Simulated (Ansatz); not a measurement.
NiMoIrPdW:

```
Ni Mo Pd Ir W
1.0
     2.77046    0.00000    0.00000
    -1.38523    2.39928    0.00000
     0.00000    0.00000   21.88122
Ni Mo Pd Ir W
2 2 2 2 2
Direct
  0.33333 0.66667 0.04433
  0.66667 0.33333 0.95562
  0.66667 0.33333 0.34270
  0.66667 0.33333 0.76320
  0.33333 0.66667 0.44768
  0.33333 0.66667 0.65723
  0.33333 0.66667 0.23988
  0.33333 0.66667 0.86050
  0.66667 0.33333 0.13646
  0.66667 0.33333 0.55240
```

The cell was built by a generator and needn't be a form met in nature.

Base run:

* Program: Ansatz 0.2.0
* Functional: revPBE
* Potentials or basis: all-electron LAPW, scalar-relativistic
* Cutoff: 287 eV (chosen from the basis error)
* Basis error allowed: 0.002 eV/atom
* k mesh: 8 × 8 × 2
* Occupations: fermi-dirac, width 0.05 eV
* Spin: collinear spin, ferromagnetic start
* Starting moments: [1.0, 1.0, 1.0, 1.0, 0.0, 0.0, 0.6, 0.6, 0.0, 0.0] μB

Its results: pressure 2.9 GPa; net moment 0.00 μB per cell; largest force 0.169 eV/Å.

**Question.** The run is repeated on the same cell with these changes: functional from revPBE to PBE. What comes out?

**Answer.** Pressure 0.0 GPa; net moment 0.00 μB per cell; largest force 0.146 eV/Å.

PBE binds more tightly than revPBE, so the same cell stands under less pressure.

Caveats: the k mesh is thin for a metal, which can move the energy by tens of meV per atom; the starting moments weren't kept.
